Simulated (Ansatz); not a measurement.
W, space group Fm-3m: an equation of state with a fit, run with Ansatz 0.2.0, Python API.

Script `w.py`:
```python
"""Energy against volume for W, with a fit."""

import warnings

import ansatz as az
from ase.eos import EquationOfState
from ase.units import GPa
import numpy as np

vectors0 = np.array([
    [0.0, 2.03, 2.03],
    [2.03, 0.0, 2.03],
    [2.03, 2.03, 0.0],
])
sites = [
    ("W", (0.0, 0.0, 0.0)),
]


def crystal_on(cell):
    crystal = az.Crystal(lattice=az.Lattice.of(cell))
    for symbol, position in sites:
        crystal = crystal.atom(symbol, position)
    return crystal


def main() -> None:
    warnings.simplefilter("ignore", az.DeckWarning)

    # uniform scaling of the cell
    volumes, energies, pressures = [], [], []
    for scale in np.linspace(0.94, 1.06, 7):
        cell = vectors0 * scale ** (1 / 3)
        model = (
            crystal_on(cell).calculation()
            .functional(az.Functional.PBESOL)
            .pseudopotentials("nc")
            .accuracy("medium")
            .occupations("Methfessel-Paxton")
            .scf(tolerance=1e-07)
            .kpoints(12, 12, 12)
            .stress()
        )
        summary = model.run(threads=1).report
        volumes.append(abs(np.linalg.det(cell)) / len(sites))
        energies.append(summary["free_energy_ev"] / len(sites))
        pressures.append(np.trace(summary["stress_gpa"]) / 3)
        print(f"V = {volumes[-1]:8.4f} A^3/atom  F = {energies[-1]:.5f} eV/atom  P = {pressures[-1]:8.3f} GPa")

    eos = EquationOfState(volumes, energies, eos="sj")
    v0, e0, bulk = eos.fit()
    print(f"V0 = {v0:.4f} A^3/atom, E0 = {e0:.5f} eV/atom, B = {bulk / GPa:.1f} GPa")


if __name__ == "__main__":
    main()
```

Estimate the equilibrium volume and the bulk modulus.

A third-order Birch-Murnaghan fit through the 7 points (the script's own form differs a little) has its minimum at 15.95 Å³ an atom, 4.7 % below the typed cell, with a bulk modulus of 295 GPa. From that minimum the energy rises by 2.9 meV an atom on the compressed side and 155.5 meV on the expanded side. The window is off centre, so dB/dP is rough.

What the script printed:

```console
$ python w.py
V =  15.7270 A^3/atom  F = -2062.98125 eV/atom  P =    4.442 GPa
V =  16.0616 A^3/atom  F = -2062.98354 eV/atom  P =   -2.087 GPa
V =  16.3962 A^3/atom  F = -2062.97314 eV/atom  P =   -7.762 GPa
V =  16.7309 A^3/atom  F = -2062.95151 eV/atom  P =  -12.878 GPa
V =  17.0655 A^3/atom  F = -2062.91963 eV/atom  P =  -17.580 GPa
V =  17.4001 A^3/atom  F = -2062.87837 eV/atom  P =  -21.859 GPa
V =  17.7347 A^3/atom  F = -2062.82866 eV/atom  P =  -25.663 GPa
V0 = 15.9497 A^3/atom, E0 = -2062.98420 eV/atom, B = 295.1 GPa
```

Caveats:
- These settings explore the input space; cutoff and mesh may be short of convergence.
- For a metal this k-point mesh is coarse: on a finer one energies can move by several to tens of meV an atom and pressures by half a GPa or more, differences at one mesh by less.
- The program warned that this SCF threshold is loose for forces or stresses.
- Pressure is positive in compression.
- Spin-orbit coupling, which matters for elements this heavy, is left out.
- At these settings the cell as given stands under about -13 GPa, so it isn't at this functional's equilibrium volume.
- This isn't the structure that W takes at ambient conditions.
- The script silences the warnings on its input, which a real study should read.
- It ran for 15 s on 1 thread of Intel(R) Xeon(R) Processor @ 2.30GHz (shared host), peak memory 0.49 GiB.
